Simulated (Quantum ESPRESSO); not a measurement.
# Sn in Quantum ESPRESSO: relaxation of the atoms with PBEsol+D3

Aim: the relaxation of the atoms of Sn with PBEsol+D3.

Program: Quantum ESPRESSO 7.5. These are calculated values, not measurements. Logs are shortened: lines on timing, memory, paths and dates and some standing lists are left out, and cuts for length are marked.

## (1) The structure

The cell holds a sheet with vacuum, 1 atom: a = 2.967 Å, b = 2.967 Å, c = 23.800 Å, α = 90.00°, β = 90.00°, γ = 90.00°.

The cell was built by a generator and needn't be a form met in nature.

## (2) Relaxation of the atoms, PBEsol+D3

File pw.in:

```
&CONTROL
  calculation = 'relax'
  prefix = 'pwscf'
  outdir = './tmp'
  pseudo_dir = './pseudo'
  tprnfor = .true.
  disk_io = 'low'
  nstep = 30
  forc_conv_thr = 0.001
  etot_conv_thr = 0.0001
  max_seconds = 1790
/
&SYSTEM
  ibrav = 0
  celldm(1) = 8
  nat = 1
  ntyp = 1
  ecutwfc = 61
  ecutrho = 305
  nbnd = 13
  occupations = 'smearing'
  smearing = 'gaussian'
  degauss = 0.01469973
  vdw_corr = 'grimme-d3'
  dftd3_version = 3
/
&ELECTRONS
  conv_thr = 2d-08
  electron_maxstep = 150
  mixing_beta = 0.3
  mixing_mode = 'local-TF'
  tqr = .true.
/
&IONS
  upscale = 10
  ion_dynamics = 'bfgs'
/
ATOMIC_SPECIES
Sn   118.7100 sn_pbesol_v1.4.uspp.F.UPF
CELL_PARAMETERS alat
  0.7008639872589   0.0000000000000   0.0000000000000
  0.0000000000000   0.7008592629435   0.0000000000000
  0.0000000000000   0.0000000000000   5.6219352207617
ATOMIC_POSITIONS crystal
Sn     0.0000000000    0.0000000000    0.2941200000
K_POINTS automatic
9 9 1 0 0 0
```

File pp_density.in:

```
&INPUTPP
  prefix = 'pwscf'
  outdir = './tmp'
  filplot = 'density.dat'
  plot_num = 0
/
&PLOT
  nfile = 1
  filepp(1) = 'density.dat'
  iflag = 3
  output_format = 6
  fileout = 'density.cube'
/
```

File pp_potential.in:

```
&INPUTPP
  prefix = 'pwscf'
  outdir = './tmp'
  filplot = 'potential.dat'
  plot_num = 11
/
&PLOT
  nfile = 1
  filepp(1) = 'potential.dat'
  iflag = 3
  output_format = 6
  fileout = 'potential.cube'
/
```

Potentials or basis: GBRV 1.5 PBEsol.

Launch:

```console
$ OMP_NUM_THREADS=1 mpirun -n 2 pw.x -nk 2 -in pw.in > pw.out
$ OMP_NUM_THREADS=1 mpirun -n 1 pp.x -in pp_density.in > pp_density.out
$ OMP_NUM_THREADS=1 mpirun -n 1 pp.x -in pp_potential.in > pp_potential.out
```

pw.out:

```text
This program is part of the open-source Quantum ESPRESSO suite
     for quantum simulation of materials; please cite
[... 6 lines left out ...]
     using ibrav=0 with symmetry is DISCOURAGED, use correct ibrav instead

     K-points division:     npool     =       2
     Subspace diagonalization in iterative solution of the eigenvalue problem:
     a serial algorithm will be used

     G-vector sticks info
     --------------------
     sticks:   dense  smooth     PW     G-vecs:    dense   smooth      PW
     Sum         761     609    177               127171    90879   14729

     Using Slab Decomposition

     bravais-lattice index     =            0
     lattice parameter (alat)  =       8.0000  a.u.
     unit-cell volume          =    1413.9054 (a.u.)^3
     number of atoms/cell      =            1
     number of atomic types    =            1
     number of electrons       =        14.00
     number of Kohn-Sham states=           13
     kinetic-energy cutoff     =      61.0000  Ry
     charge density cutoff     =     305.0000  Ry
     scf convergence threshold =      2.0E-08
     mixing beta               =       0.3000
     number of iterations used =            8  local-TF  mixing
     energy convergence thresh.=      1.0E-04
     force convergence thresh. =      1.0E-03
     Exchange-correlation= SLA  PW   PSX  PSC
                           (   1   4  10   8   0   0   0)
     nstep                     =           30

     celldm(1)=   8.000000  celldm(2)=   0.000000  celldm(3)=   0.000000
     celldm(4)=   0.000000  celldm(5)=   0.000000  celldm(6)=   0.000000

     crystal axes: (cart. coord. in units of alat)
               a(1) = (   0.700864   0.000000   0.000000 )
               a(2) = (   0.000000   0.700859   0.000000 )
               a(3) = (   0.000000   0.000000   5.621935 )

     reciprocal axes: (cart. coord. in units 2 pi/alat)
               b(1) = (  1.426810  0.000000  0.000000 )
               b(2) = (  0.000000  1.426820  0.000000 )
               b(3) = (  0.000000  0.000000  0.177875 )

     PseudoPot. # 1 for Sn read from file:
     sn_pbesol_v1.4.uspp.F.UPF
     Pseudo is Ultrasoft + core correction, Zval = 14.0
     Generated by new atomic code, or converted to UPF format
     Using radial grid of  891 points,  6 beta functions with:
                l(1) =   0
                l(2) =   0
                l(3) =   1
                l(4) =   1
                l(5) =   2
                l(6) =   2
     Q(r) pseudized with  8 coefficients,  rinner =    1.350   1.350   1.350
                                                       1.350   1.350

     atomic species   valence    mass     pseudopotential
     Sn               14.00   118.71000     Sn( 1.00)

      4 Sym. Ops. (no inversion) found

   Cartesian axes

     site n.     atom                  positions (alat units)
         1        Sn     tau(   1) = (   0.0000000   0.0000000   1.6535236  )

     --------------------------------------------
     DFT-D3 Dispersion Correction (3-body terms):
     --------------------------------------------
       Reference C6 values for interpolation:

         atom   Coordination number   C6
         Sn         0.000          1255.14
         Sn         0.951          1084.09
         Sn         1.950          1010.83
         Sn         2.926           818.29
         Sn         3.912           672.20

       Values used:

         atom   Coordination number  R0_AB[au]  C6      C8
         Sn         3.738            3.957    682.47  85657.37

         Molecular C6 ( Ry / a.u.^6 ) =       682.47

     number of k points=    25  Gaussian smearing, width (Ry)=  0.0147
                       cart. coord. in units 2pi/alat
        k(    1) = (   0.0000000   0.0000000   0.0000000), wk =   0.0246914
        k(    2) = (   0.0000000   0.1585356   0.0000000), wk =   0.0493827
        k(    3) = (   0.0000000   0.3170711   0.0000000), wk =   0.0493827
        k(    4) = (   0.0000000   0.4756067   0.0000000), wk =   0.0493827
        k(    5) = (   0.0000000   0.6341422   0.0000000), wk =   0.0493827
        k(    6) = (   0.1585345   0.0000000   0.0000000), wk =   0.0493827
[... 17 lines left out ...]
        k(   24) = (   0.6341379   0.4756067   0.0000000), wk =   0.0987654
        k(   25) = (   0.6341379   0.6341422   0.0000000), wk =   0.0987654

     Dense  grid:   127171 G-vectors     FFT dimensions: (  32,  32, 256)

     Smooth grid:    90879 G-vectors     FFT dimensions: (  27,  27, 225)
     Real space treatment of Q(r)

     Initializing real-space augmentation for DENSE grid
     Message from routine real_space_q:
     integrated real space q too different from target q
     Largest difference:   0.000197 for atom type # 1

     Initial potential from superposition of free atoms

     starting charge      13.0000, renormalised to      14.0000

     negative rho (up, down):  3.026E-04 0.000E+00
     Starting wfcs are    9 randomized atomic wfcs +    4 random wfcs

     Self-consistent Calculation

     iteration #  1     ecut=    61.00 Ry     beta= 0.30
     Davidson diagonalization with overlap
     ethr =  1.00E-02,  avg # of iterations = 10.8

     negative rho (up, down):  1.149E-02 0.000E+00

     total energy              =    -159.18421607 Ry
     estimated scf accuracy    <       1.27848884 Ry

     iteration #  2     ecut=    61.00 Ry     beta= 0.30
     Davidson diagonalization with overlap
     ethr =  9.13E-03,  avg # of iterations =  1.0
[... 100 lines left out ...]
     negative rho (up, down):  2.453E-03 0.000E+00

     total energy              =    -158.87407943 Ry
     estimated scf accuracy    <       0.00012621 Ry

     iteration # 14     ecut=    61.00 Ry     beta= 0.30
     Davidson diagonalization with overlap
     c_bands:  1 eigenvalues not converged
     c_bands:  1 eigenvalues not converged
     ethr =  9.01E-07,  avg # of iterations = 10.9

     negative rho (up, down):  5.885E-04 0.000E+00

     total energy              =    -158.87405384 Ry
     estimated scf accuracy    <       0.00012620 Ry

     iteration # 15     ecut=    61.00 Ry     beta= 0.30
     Davidson diagonalization with overlap
     ethr =  9.01E-07,  avg # of iterations =  9.8
[... 60 lines left out ...]
     iteration # 22     ecut=    61.00 Ry     beta= 0.30
     Davidson diagonalization with overlap
     ethr =  1.83E-10,  avg # of iterations =  1.9

     negative rho (up, down):  3.316E-04 0.000E+00

     End of self-consistent calculation

          k = 0.0000 0.0000 0.0000 ( 11263 PWs)   bands (ev):

   -23.9794 -23.8510 -23.6084 -23.6083 -23.4724 -12.0574  -4.4466   0.7452
     1.5717   1.6162   2.4593   2.5990   4.0736

          k = 0.0000 0.1585 0.0000 ( 11284 PWs)   bands (ev):

   -23.9479 -23.8306 -23.6274 -23.6068 -23.4881 -11.8445  -4.2258   0.9514
     1.7822   1.8266   2.6694   2.7324   2.8140
[... 108 lines left out ...]
   -23.7474 -23.7399 -23.7097 -23.6389 -23.4077  -6.9178  -3.8791  -0.3424
     0.2855   3.9223   4.2075   5.9868   6.8839

          k = 0.6341 0.6341 0.0000 ( 11398 PWs)   bands (ev):

   -23.7796 -23.7430 -23.7424 -23.6070 -23.3349  -5.5063  -3.2263  -2.5411
     1.2787   2.3514   5.2884   5.9042   7.4038

     the Fermi energy is    -2.4977 ev

!    total energy              =    -158.87408379 Ry
     estimated scf accuracy    <          5.8E-09 Ry
     smearing contrib. (-TS)   =      -0.00218235 Ry
     internal energy E=F+TS    =    -158.87190145 Ry

     The total energy is F=E-TS. E is the sum of the following terms:
     one-electron contribution =    -554.33207816 Ry
     hartree contribution      =     280.63897338 Ry
     xc contribution           =     -42.47493128 Ry
     ewald contribution        =     157.29906435 Ry
     DFT-D3 Dispersion         =      -0.00292973 Ry

     convergence has been achieved in  22 iterations

     negative rho (up, down):  3.316E-04 0.000E+00

     Forces acting on atoms (cartesian axes, Ry/au):

     atom    1 type  1   force =     0.00000000    0.00000000    0.00000000

     Total force =     0.000000     Total SCF correction =     0.000101

     BFGS Geometry Optimization
     Energy error            =      0.0E+00 Ry
     Gradient error          =      0.0E+00 Ry/Bohr

     bfgs converged in   1 scf cycles and   0 bfgs steps
     (criteria: energy <  1.0E-04 Ry, force <  1.0E-03 Ry/Bohr)

     End of BFGS Geometry Optimization

     Final energy             =    -158.8740837950 Ry
Begin final coordinates

ATOMIC_POSITIONS (crystal)
Sn               0.0000000000        0.0000000000        0.2941200000
End final coordinates

=------------------------------------------------------------------------------=
   JOB DONE.
=------------------------------------------------------------------------------=
```

Wall time 4.4 min (2 MPI ranks of Intel Xeon at 2.50GHz (Skylake/Cascade Lake), shared host); peak memory 0.4 GiB.

What came out:

* Free energy: -2161.5920 eV
* Band gap on the k mesh: none (metal or under the smearing width)
* Work function of the upper face: 4.45 eV
* Work function of the lower face: 4.45 eV

Levels at points of the mesh, in eV from the Fermi level:
```
           k point  band 5  band 6  band 7  band 8  band 9  band 10
(0.00, 0.00, 0.00)  -20.97   -9.56   -1.95    3.24    4.07     4.11
```

Caveat: real space augmentation costs some meV and hundredths of eV per Å.
